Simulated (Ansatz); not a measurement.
The same path of a periodic cell of 17 atoms, Mg₈HO₈ (host MgO, host structure Fm-3m, interstitial H), cell charge +1 was run twice with different band settings. Lost on the way: Mg1–H17, Mg11–H17, O14–H17. Made: O12–H17, Mg13–H17, Mg15–H17.

Theory: DFT PBE, scalar-relativistic, plane waves, PAW in Ansatz. Settings: PAW set soft_1, cutoff 420 eV, k mesh 2x2x2, gaussian smearing 0.05 eV, no spin polarisation.

Relaxed end points:

```xyz
17
Lattice="0.0000 4.2270 4.2270 4.2270 0.0000 4.2270 4.2270 4.2270 0.0000" Properties=species:S:1:pos:R:3
Mg -0.012 0.009 0.164
O 2.116 2.108 2.133
Mg 2.137 2.086 0.024
O 4.277 4.173 2.164
Mg 2.106 -0.044 2.154
O 4.242 2.079 4.258
Mg 4.267 2.118 2.154
O 6.371 4.208 4.258
Mg -0.013 1.945 2.101
O 2.116 4.204 4.230
Mg 2.277 4.236 2.102
O 4.246 6.335 4.230
Mg 2.120 2.103 4.234
O 4.246 4.205 6.360
Mg 4.267 4.183 4.220
O 6.371 6.306 6.357
H 0.585 3.636 2.699
```

```xyz
17
Lattice="0.0000 4.2270 4.2270 4.2270 0.0000 4.2270 4.2270 4.2270 0.0000" Properties=species:S:1:pos:R:3
Mg 0.041 0.007 -0.041
O 2.119 2.092 2.108
Mg 2.107 2.072 -0.041
O 4.248 4.222 2.109
Mg 2.122 -0.009 2.105
O 4.278 2.062 4.177
Mg 4.268 2.072 2.120
O 6.345 4.222 4.206
Mg -0.011 2.125 1.950
O 2.146 4.195 4.210
Mg 2.138 4.202 2.089
O 4.253 6.315 4.201
Mg 2.278 2.125 4.239
O 4.244 4.195 6.309
Mg 4.215 4.062 4.239
O 6.372 6.323 6.309
H 0.593 1.518 3.635
```

Common settings: climbing image yes; force threshold 0.05 eV/Å; end points relaxed.

| run | movable images | spring | optimiser | start path | iteration limit | largest step |
| --- | --- | --- | --- | --- | --- | --- |
| 1 | 5 | 10.0 eV/Å² | quadratic models (default) | straight line | 71 | default |
| 2 | 3 | 5.0 eV/Å² | fire | default | 50 | 1.0 Å |

(1) What does each run give, and how far can it be trusted?

Answers

(1) Run 1: converged after 11 iterations, highest image 0.355 eV above the first end. The profile has 2 maxima (images 2, 5) with wells between them (image 4): this band takes more than one step, which may be the mechanism or a detour left from its start path. By the program's own check the climbing image is a first-order saddle point (lowest curvatures found: -5.48 and 1.87 eV/Å²).
Run 2: converged after 39 iterations, highest image 0.354 eV above the first end. The profile has 2 maxima (images 1, 3) with wells between them (image 2): this band takes more than one step, which may be the mechanism or a detour left from its start path. The order of the stationary point at the top wasn't checked.
Limits of this set-up: coarse k mesh, charged cell in a uniform background, uncorrected.
